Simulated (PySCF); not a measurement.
**(F)2Sn(OSiH2)2O: geometry, NMR shifts and electronic excitations**

What NMR shifts and electronic excitations should (F)2Sn(OSiH2)2O show?

Programs: PySCF 2.14.0, with density-fitted response routines of our own. Each step states its level of theory. These are calculated values for one molecule in the gas phase, unless marked as measured. Atoms count from 0, in the outputs and in this text.

## 1. The molecule as given

12 atoms, charge 0, multiplicity 1; geometry from: GFN2-xTB. The atoms were then displaced at random by about 0.03 Å, so the start is not that level's minimum.

Bonds of the start (Å): Sn0–F1 1.98, Sn0–F2 1.89, Sn0–O3 1.83, Sn0–O7 1.89, O3–Si4 1.55, Si4–O5 1.61, Si4–H8 1.54, Si4–H9 1.46, O5–Si6 1.61, Si6–O7 1.65, Si6–H10 1.44, Si6–H11 1.43.

## 2. Relaxing the molecule at PBE0-D3(BJ)/def2-SVP

What the job is given:

```
{"job": {"xc": "PBE0", "basis": "def2-SVP", "d3": "d3bj", "grid": 1, "maxiter": 40, "shake": 0.03, "kind": "geom"}, "charge": 0, "multiplicity": 1}
Sn    -1.485080    -0.174540    -0.856620
F     -2.802380     1.290270    -1.059310
F     -2.331410    -1.583700    -1.798610
O     -1.175930    -0.491550     0.922590
Si     0.150400    -0.401980     1.724620
O      1.334360     0.094210     0.747320
Si     1.570800     0.476800    -0.802440
O      0.143960     0.397440    -1.624730
H     -0.034090     0.701600     2.781320
H      0.452290    -1.742260     2.217510
H      1.884970     1.878290    -0.815480
H      2.407570    -0.527340    -1.385180
```

Started as:

```console
> OMP_NUM_THREADS=1 python probes_run.py task.json out
```

The driver reads the jobs from task.json and runs them one after another.

The program printed:

```text
step   0  E = -1220.08172562  max force = 0.081173
step   1  E = -1220.11106017  max force = 0.026257
step   2  E = -1220.11380708  max force = 0.009587
step   3  E = -1220.11432099  max force = 0.004532
step   4  E = -1220.11446640  max force = 0.001782
step   5  E = -1220.11455385  max force = 0.001471
step   6  E = -1220.11458163  max force = 0.001646
step   7  E = -1220.11459548  max force = 0.001221
step   8  E = -1220.11460646  max force = 0.000495
step   9  E = -1220.11462021  max force = 0.000913
step  10  E = -1220.11464085  max force = 0.002336
step  11  E = -1220.11466853  max force = 0.002305
step  12  E = -1220.11472987  max force = 0.001656
step  13  E = -1220.11474468  max force = 0.001588
step  14  E = -1220.11478710  max force = 0.000509
step  15  E = -1220.11480672  max force = 0.000676
step  16  E = -1220.11482683  max force = 0.000608
step  17  E = -1220.11484349  max force = 0.000310
step  18  E = -1220.11484669  max force = 0.000211
optimisation converged
```

Run time: 10 min. Hardware: 1 thread of Intel Xeon at 2.50GHz, shared host; peak memory 0.63 GiB.

Relaxation path:

| step | energy from step 0 (eV) | largest force component (eV/Å) |
| --- | --- | --- |
| 0 | 0.0000 | 4.1741 |
| 1 | -0.7982 | 1.3502 |
| 2 | -0.8730 | 0.4930 |
| 3 | -0.8870 | 0.2330 |
| 4 | -0.8909 | 0.0916 |
| 5 | -0.8933 | 0.0756 |
| 6 | -0.8941 | 0.0846 |
| 7 | -0.8944 | 0.0628 |
| 8 | -0.8947 | 0.0255 |
| 9 | -0.8951 | 0.0469 |
| 10 | -0.8957 | 0.1201 |
| 11 | -0.8964 | 0.1185 |
| 12 | -0.8981 | 0.0852 |
| 13 | -0.8985 | 0.0817 |
| 14 | -0.8996 | 0.0262 |
| 15 | -0.9002 | 0.0348 |
| 16 | -0.9007 | 0.0313 |
| 17 | -0.9012 | 0.0159 |
| 18 | -0.9013 | 0.0109 |

Distances of close pairs at the start and the end, largest changes first:

| bond | before (Å) | after (Å) | change (Å) |
| --- | --- | --- | --- |
| O3–Si4 | 1.553 | 1.672 | +0.120 |
| Sn0–O3 | 1.833 | 1.946 | +0.112 |
| Sn0–F1 | 1.980 | 1.909 | -0.072 |
| Sn0–O7 | 1.890 | 1.946 | +0.056 |
| Si4–H8 | 1.539 | 1.485 | -0.054 |
| Si6–H11 | 1.431 | 1.485 | +0.054 |
| Si6–H10 | 1.436 | 1.484 | +0.048 |
| O5–Si6 | 1.614 | 1.659 | +0.045 |

The end geometry stands in the next job.

| at the end point | value |
| --- | --- |
| rotational constants (GHz, main isotopes) | 1.517, 0.751, 0.618 |
| dipole moment (D) | 2.42 |

## 3. Nuclear shieldings: PBE0/def2-TZVP+pcSseg-1

What the job is given:

```
{"job": {"kind": "nmr", "xc": "PBE0", "basis": {"default": "pcSseg-1", "Sn": "def2-TZVP"}}, "charge": 0, "multiplicity": 1}
Sn    -1.718188    -0.086660    -0.625189
F     -3.053758     1.276956    -0.622171
F     -2.542292    -1.603675    -1.441538
O     -1.147280    -0.501701     1.188047
Si     0.422672    -0.430094     1.759920
O      1.396636     0.077705     0.517155
Si     1.415307     0.512753    -1.083684
O     -0.160092     0.482262    -1.642782
H      0.489210     0.554381     2.869376
H      0.843225    -1.787351     2.191415
H      1.946065     1.893196    -1.211019
H      2.223955    -0.470532    -1.848540
```

With the program's defaults for keys left out, this is: GIAO PBE0/pcSseg-1 Sn:def2-TZVP NMR shielding, scalar relativity only through core potentials, gas phase.

The program printed:

```text
coarse grid: 56880 points
cycle   1  E = -1218.1281055280  dE = -3.391e+01  |g| = 2.987e+00  |ddm| = 3.112e+01
cycle   2  E = -1160.6822531184  dE =  5.745e+01  |g| = 1.404e+01  |ddm| = 2.957e+01
cycle   3  E = -1219.9092895576  dE = -5.923e+01  |g| = 1.960e+00  |ddm| = 2.782e+01
cycle   4  E = -1220.2546911456  dE = -3.454e-01  |g| = 1.427e+00  |ddm| = 2.242e+00
cycle   5  E = -1220.5913208431  dE = -3.366e-01  |g| = 2.359e-01  |ddm| = 8.638e-01
cycle   6  E = -1220.6029780623  dE = -1.166e-02  |g| = 1.732e-01  |ddm| = 4.033e-01
cycle   7  E = -1220.6079398521  dE = -4.962e-03  |g| = 3.819e-02  |ddm| = 1.365e-01
cycle   8  E = -1220.6081399285  dE = -2.001e-04  |g| = 1.266e-02  |ddm| = 2.699e-02
cycle   9  E = -1220.6081607068  dE = -2.078e-05  |g| = 5.581e-03  |ddm| = 1.170e-02
cycle  10  E = -1220.6081661643  dE = -5.458e-06  |g| = 9.024e-04  |ddm| = 3.950e-03
final grid: 116216 points
cycle  11  E = -1220.6080603779  dE = -3.571e-07  |g| = 1.308e-03  |ddm| = 2.215e-03
cycle  12  E = -1220.6080599713  dE =  4.066e-07  |g| = 2.104e-03  |ddm| = 2.323e-03
cycle  13  E = -1220.6080606462  dE = -6.749e-07  |g| = 1.209e-04  |ddm| = 1.409e-03
cycle  14  E = -1220.6080606483  dE = -2.055e-09  |g| = 3.328e-05  |ddm| = 9.580e-05
cycle  15  E = -1220.6080606485  dE = -1.571e-10  |g| = 1.542e-05  |ddm| = 2.951e-05
converged SCF energy = -1220.6080606485

GIAO shielding tensors (ppm)
atom      isotropic    diamagn.    paramagn.     s11        s22        s33       span
  0 Sn         nan         nan         nan        nan        nan        nan        nan
  1 F      343.089     472.472    -129.383    282.337    299.999    446.931    164.595
  2 F      341.716     472.607    -130.891    280.950    297.974    446.223    165.273
  3 O      231.565     398.003    -166.438    157.718    220.657    316.321    158.604
  4 Si     371.925     879.012    -507.087    345.222    382.655    387.897     42.676
  5 O      228.607     402.578    -173.971    141.038    207.084    337.700    196.662
  6 Si     371.930     879.020    -507.090    345.211    382.646    387.934     42.723
  7 O      231.376     398.008    -166.632    157.639    220.415    316.075    158.436
  8 H       25.934      28.251      -2.317     22.628     23.144     32.030      9.402
  9 H       25.924      28.289      -2.364     22.623     23.149     32.001      9.378
 10 H       25.945      28.216      -2.271     22.623     23.135     32.078      9.455
 11 H       25.916      28.343      -2.428     22.631     23.160     31.956      9.325
```

Run time: 1.7 min. Hardware: 1 thread of Intel Xeon at 2.50GHz, shared host; peak memory 1.2 GiB.

Shifts follow as δ = σ(reference) − σ, with reference shieldings (ppm) from runs at the same level and on the same kind of geometry: ¹H TMS 31.27, ²⁹Si TMS 352.0, ¹⁹F CFCl3 177.2, ¹⁷O H2O 334.6. The references are single molecules in the gas phase, so shifts against H2O, NH3, PH3, H3PO4 or CFCl3 are not on the usual liquid scales and can be off by tens of ppm. Atoms listed in one row are averaged.

| atoms | environment | σ (ppm) | δ (ppm) |
| --- | --- | --- | --- |
| H8, H9, H10, H11 | hydrogen on a silicon bonded to 2 O | 25.93 | 5.34 |
| F1, F2 | fluorine bonded to Sn | 342.4 | -165.2 |
| O5 | oxygen bonded to 2 Si | 228.6 | 106.0 |
| O3, O7 | oxygen bonded to Si, Sn | 231.5 | 103.1 |
| Si4, Si6 | silicon bonded to 2 O, 2 H | 371.9 | -19.9 |

Atoms past Kr carry core potentials, so their printed shieldings have no meaning and are left out of the table.

The run also stored atomic charges by several schemes (e):

| atoms | Mulliken | ESP fit |
| --- | --- | --- |
| Sn0 | 1.55 | 1.46 |
| F1, F2 | -0.43 | -0.38 |
| O3, O7 | -0.75 | -0.64 |
| Si4, Si6 | 1.03 | 0.85 |
| O5 | -0.77 | -0.61 |

Mayer bond orders: Sn0–F1 0.91, Sn0–F2 0.91, Sn0–O3 0.89, Sn0–O7 0.89, O3–Si4 0.92, Si4–O5 0.90, O5–Si6 0.90, Si6–O7 0.92.

With diffuse functions Mulliken charges and Mayer bond orders lose their meaning; the other schemes are steadier.

The fields below are evaluated on a grid from the run's orbitals.

Frontier orbitals at PBE0/def2-TZVP+pcSseg-1, with the share of their density that lies nearest to each atom:

| orbital | energy (eV) | lies on |
| --- | --- | --- |
| HOMO | -8.98 | O5 23 %; 4 H atoms about 15 % each |
| LUMO | -3.03 | Sn0 37 %; F1, F2 about 15 % each; O3, O7 about 13 % each |

ELF in a plane through or near 6 of the atoms.

Ten even steps from '0' (0.00) to '9' (0.85):
```
0000000000000000000000000000
0000000000000000000000000000
0000000000000000000000000000
0000000000111000110000000000
0000000001455211332100000000
0000000004899830124200000000
0000000004993946932200000000
0000000012795954721100000000
0000000123248632478420000000
0000001283832017858972000000
0000001284832017838972000000
0000000123248632588520000000
0000000012896954711100000000
0000000015993947931100000000
0000000004899830024200000000
0000000001454211332100000000
0000000000011000110000000000
0000000000000000000000000000
0000000000000000000000000000
0000000000000000000000000000
```
The map spans 11.3 Å across and 9.8 Å up, centred on the molecule. Atoms in the plane (x, y in Å): Sn0 (-1.8, 0.0), O3 (-0.7, 1.6), Si4 (1.0, 1.6), O5 (1.5, 0.0), Si6 (1.0, -1.6), O7 (-0.7, -1.6).

On the surface of density 0.002 e/bohr³ the electrostatic potential runs, from the 1st to the 99th percentile, from -0.96 V near F2 to 2.81 V near Sn0.

## 4. TDDFT and polarisability: CAM-B3LYP/def2-SVPD

Same as in step 3 but for these lines:

```diff
@@ -1,2 +1,2 @@
-{"job": {"kind": "nmr", "xc": "PBE0", "basis": {"default": "pcSseg-1", "Sn": "def2-TZVP"}}, "charge": 0, "multiplicity": 1}
+{"job": {"kind": "uv", "xc": "CAM-B3LYP", "basis": "def2-SVPD", "ip": true, "nstates": 10}, "charge": 0, "multiplicity": 1}
 Sn    -1.718188    -0.086660    -0.625189
```

Level: TDDFT CAM-B3LYP/def2-SVPD, vertical, gas phase, core orbitals frozen in the response.

The program printed:

```text
coarse grid: 56880 points
cycle   1  E = -1218.2444716265  dE = -2.084e+01  |g| = 2.796e+00  |ddm| = 1.984e+01
cycle   2  E = -1169.3988487175  dE =  4.885e+01  |g| = 1.094e+01  |ddm| = 8.601e+01
cycle   3  E = -1220.2410334189  dE = -5.084e+01  |g| = 1.584e+00  |ddm| = 8.488e+01
cycle   4  E = -1220.4766671015  dE = -2.356e-01  |g| = 1.192e+00  |ddm| = 2.884e+00
cycle   5  E = -1220.7039907393  dE = -2.273e-01  |g| = 1.561e-01  |ddm| = 1.063e+00
cycle   6  E = -1220.7092151068  dE = -5.224e-03  |g| = 1.009e-01  |ddm| = 2.999e-01
cycle   7  E = -1220.7111518405  dE = -1.937e-03  |g| = 2.841e-02  |ddm| = 1.813e-01
cycle   8  E = -1220.7113157213  dE = -1.639e-04  |g| = 3.667e-03  |ddm| = 6.806e-02
cycle   9  E = -1220.7113186606  dE = -2.939e-06  |g| = 1.839e-03  |ddm| = 1.096e-02
final grid: 116216 points
cycle  10  E = -1220.7110180089  dE =  1.171e-07  |g| = 2.575e-03  |ddm| = 8.111e-03
cycle  11  E = -1220.7110170859  dE =  9.230e-07  |g| = 3.517e-03  |ddm| = 6.707e-03
cycle  12  E = -1220.7110191182  dE = -2.032e-06  |g| = 7.373e-05  |ddm| = 3.651e-03
cycle  13  E = -1220.7110191192  dE = -9.932e-10  |g| = 4.680e-05  |ddm| = 1.992e-04
cycle  14  E = -1220.7110191197  dE = -4.968e-10  |g| = 1.327e-05  |ddm| = 7.261e-05
converged SCF energy = -1220.7110191197

Static polarisability (au): isotropic 85.136, principal 77.277 87.319 90.813

Singlet excitations
state   eV       nm        f      main configurations
  1   5.5336    224.1   0.00007   H-1->L 0.87, H-5->L 0.09
  2   5.5659    222.8   0.01940   H->L 0.86, H-4->L 0.09
  3   6.2915    197.1   0.07796   H-3->L 0.91
  4   6.3106    196.5   0.01194   H-2->L 0.93
  5   6.5472    189.4   0.01206   H-4->L 0.84, H->L 0.10
  6   7.3763    168.1   0.03423   H-8->L 0.87
  7   7.3787    168.0   0.00120   H-9->L 0.83
  8   7.4267    166.9   0.03880   H-6->L 0.50, H-10->L 0.42
  9   7.5558    164.1   0.11487   H-7->L 0.69, H-12->L 0.20
 10   7.7025    161.0   0.01108   H->L+1 0.81

Triplet excitations (Tamm-Dancoff, eV): 5.1830 5.2409 5.5733 5.9768
Vertical ionisation energy (delta-SCF) = 11.1964 eV
Vertical electron affinity (delta-SCF) = 1.3163 eV
```

Wall time 7.6 min (1 thread of Intel Xeon at 2.50GHz, shared host); peak memory 1.4 GiB.

The orbitals next to the gap, with their largest atomic shares:

| orbital | eV | atoms |
| --- | --- | --- |
| HOMO−3 | -11.81 | O3 37 %, O7 36 %, O5 6 % |
| HOMO−2 | -11.64 | O5 51 %, O7 19 %, O3 19 % |
| HOMO−1 | -10.88 | O7 21 %, O3 20 %, Si6 12 % |
| HOMO | -10.37 | O5 22 %, Si4 14 %, Si6 14 % |
| LUMO | -2.06 | Sn0 33 %, O3 16 %, O7 15 % |
| LUMO+1 | 0.67 | Si6 24 %, Si4 24 %, Sn0 12 % |
| LUMO+2 | 0.98 | Sn0 16 %, Si6 14 %, Si4 13 % |

With each of the 10 states as a Gaussian band of 0.4 eV half-width at 1/e, the curve within the window shown has maxima at 196 nm (ε 4,000), 165 nm (ε 7,700) L/(mol cm). Beyond the last state computed it falls off for lack of states. The curve at chosen wavelengths:

```tsv
nm	ε (L/mol/cm)
155	1914
159	4734
163	7289
167	7462
170	6023
174	3525
178	1855
182	1486
186	2103
190	3108
193	3725
197	3998
201	3590
205	2795
209	2005
213	1449
216	1200
220	1012
224	886
228	752
232	596
236	436
239	327
243	208
247	123
251	69
```

Leading natural transition orbitals of singlet state 9: the hole lies on F1, F2 about 46 % each; the particle on Sn0 37 %; F1, F2 about 18 % each; O3, O7 about 11 % each.

Leading natural transition orbitals of singlet state 1: the hole lies on O3, O7 about 35 % each; H8, H9 about 7 % each; the particle on Sn0 36 %; O3, O7 about 14 % each; F1, F2 about 14 % each.

Ground-state properties from the same run:

| property | computed |
| --- | --- |
| dipole moment (D) | 2.74 |
| polarisability (Å³) | 12.62 |
| HOMO–LUMO gap (eV) | 8.31 |
| −ε(HOMO) (eV) | 10.37 |

## 5. Nuclear shieldings: B3LYP/def2-TZVP+pcSseg-1

Same as in step 4 but for these lines:

```diff
@@ -1,2 +1,2 @@
-{"job": {"kind": "uv", "xc": "CAM-B3LYP", "basis": "def2-SVPD", "ip": true, "nstates": 10}, "charge": 0, "multiplicity": 1}
+{"job": {"kind": "nmr", "xc": "B3LYP", "basis": {"default": "pcSseg-1", "Sn": "def2-TZVP"}, "pop": false}, "charge": 0, "multiplicity": 1}
 Sn    -1.718188    -0.086660    -0.625189
```

Method: GIAO B3LYP/pcSseg-1 Sn:def2-TZVP NMR shielding, scalar relativity only through core potentials, gas phase.

The program printed:

```text
coarse grid: 56880 points
cycle   1  E = -1218.8303145465  dE = -3.375e+01  |g| = 3.086e+00  |ddm| = 3.103e+01
cycle   2  E = -1154.9723820188  dE =  6.386e+01  |g| = 1.478e+01  |ddm| = 3.030e+01
cycle   3  E = -1220.5455530627  dE = -6.557e+01  |g| = 2.158e+00  |ddm| = 2.840e+01
cycle   4  E = -1220.9532657719  dE = -4.077e-01  |g| = 1.603e+00  |ddm| = 2.485e+00
cycle   5  E = -1221.3777868355  dE = -4.245e-01  |g| = 2.683e-01  |ddm| = 9.796e-01
cycle   6  E = -1221.3892728932  dE = -1.149e-02  |g| = 2.302e-01  |ddm| = 4.684e-01
cycle   7  E = -1221.3979584971  dE = -8.686e-03  |g| = 3.654e-02  |ddm| = 1.701e-01
cycle   8  E = -1221.3981123444  dE = -1.538e-04  |g| = 1.844e-02  |ddm| = 3.179e-02
cycle   9  E = -1221.3981619485  dE = -4.960e-05  |g| = 6.295e-03  |ddm| = 1.579e-02
cycle  10  E = -1221.3981690025  dE = -7.054e-06  |g| = 9.107e-04  |ddm| = 4.470e-03
final grid: 116216 points
cycle  11  E = -1221.3980782937  dE = -3.523e-07  |g| = 1.467e-03  |ddm| = 2.400e-03
cycle  12  E = -1221.3980776234  dE =  6.703e-07  |g| = 2.592e-03  |ddm| = 2.709e-03
cycle  13  E = -1221.3980786313  dE = -1.008e-06  |g| = 1.644e-04  |ddm| = 1.681e-03
cycle  14  E = -1221.3980786350  dE = -3.703e-09  |g| = 4.956e-05  |ddm| = 1.321e-04
cycle  15  E = -1221.3980786354  dE = -3.924e-10  |g| = 1.502e-05  |ddm| = 3.854e-05
converged SCF energy = -1221.3980786354

GIAO shielding tensors (ppm)
atom      isotropic    diamagn.    paramagn.     s11        s22        s33       span
  0 Sn         nan         nan         nan        nan        nan        nan        nan
  1 F      332.655     473.370    -140.715    267.118    285.985    444.862    177.744
  2 F      331.248     473.507    -142.259    265.716    283.898    444.129    178.413
  3 O      221.741     399.104    -177.363    144.221    212.370    308.632    164.411
  4 Si     365.176     879.071    -513.895    339.450    374.258    381.820     42.371
  5 O      223.763     403.233    -179.469    134.689    204.996    331.605    196.916
  6 Si     365.183     879.079    -513.895    339.437    374.251    381.862     42.425
  7 O      221.557     399.108    -177.550    144.146    212.143    308.383    164.237
  8 H       26.128      28.574      -2.445     22.816     23.346     32.223      9.407
  9 H       26.118      28.613      -2.495     22.811     23.351     32.193      9.382
 10 H       26.140      28.537      -2.397     22.812     23.337     32.271      9.460
 11 H       26.109      28.670      -2.561     22.818     23.362     32.147      9.329
```

Run time: 79 s. Hardware: 1 thread of Intel Xeon at 2.50GHz, shared host; peak memory 1.1 GiB.

Key values: δ F1 -160.0, O3 112.4, O5 110.3, Si4 -27.3, H8 5.26 ppm (means over like atoms).

## 6. Run by run: NMR shifts

Shifts (ppm), means over like atoms, with basis size and wall time:

| run | H8 | F1 | O5 | O3 | Si4 | functions | time |
| --- | --- | --- | --- | --- | --- | --- | --- |
| PBE0/def2-TZVP+pcSseg-1 | 5.34 | -165.2 | 106.0 | 103.1 | -19.9 | 203 | 1.7 min |
| B3LYP/def2-TZVP+pcSseg-1 | 5.26 | -160.0 | 110.3 | 112.4 | -27.3 | 203 | 79 s |

## 7. Outcome

| quantity | value |
| --- | --- |
| rotational constants (main isotopes) | 1.52, 0.75, 0.62 GHz |
| ¹H shifts against TMS (PBE0/def2-TZVP+pcSseg-1, means over atoms taken as alike) | 5.34 ppm |
| ¹⁹F shifts against CFCl3 (PBE0/def2-TZVP+pcSseg-1, means over atoms taken as alike) | -165.2 ppm |
| ¹⁷O shifts against H2O (PBE0/def2-TZVP+pcSseg-1, means over atoms taken as alike) | 106.0, 103.1 ppm |
| ²⁹Si shifts against TMS (PBE0/def2-TZVP+pcSseg-1, means over atoms taken as alike) | -19.9 ppm |
| surface potential, 1st and 99th percentile | -0.96 V and 2.81 V |
| lowest singlet (CAM-B3LYP/def2-SVPD) | 5.53 eV (224 nm), f = 0.000 |
| brightest single state of those computed | state 9, 7.56 eV, f = 0.115 |
| lowest triplet | 5.18 eV |
| vertical ionisation energy (ΔSCF) | 11.20 eV |
| vertical electron affinity (ΔSCF) | 1.32 eV |
| range of the shift of O3 | 103.1 to 112.4 ppm |

What this shows: The start was shaken at random, so part of the energy gained undoes that. The optimisation took 18 steps and gained 0.901 eV; among the close pairs (by a distance rule), O3–Si4 changed most, from 1.553 to 1.672 Å. At PBE0/def2-TZVP+pcSseg-1: The largest span, 197 ppm, is at O5, where the paramagnetic term is -174 ppm. By nearest atom (PBE0/def2-TZVP+pcSseg-1), the HOMO sits on O5 23 %; 4 H atoms about 15 % each and the LUMO on Sn0 37 %; F1, F2 about 15 % each. The lowest singlet, at 5.53 eV, is HOMO−1→LUMO 0.87, HOMO−5→LUMO 0.09 and is dark; of the 10 states computed, the strongest absorption comes from state 9 at 7.56 eV. The lowest triplet lies 0.35 eV below the lowest singlet (triplets in Tamm-Dancoff, singlets in full TDDFT). Spin-orbit coupling, left out, mixes singlets and triplets in elements this heavy. The orbital energy would give 10.37 eV for ionisation, ΔSCF gives 11.20 eV. In ppm, O3 (with its like atoms) moves most: its shift spreads over 9.3 ppm, from 103.1 (PBE0/def2-TZVP+pcSseg-1) to 112.4 (B3LYP/def2-TZVP+pcSseg-1). Spin-orbit coupling is left out, which matters for shieldings and couplings at and beside the heavy atoms.
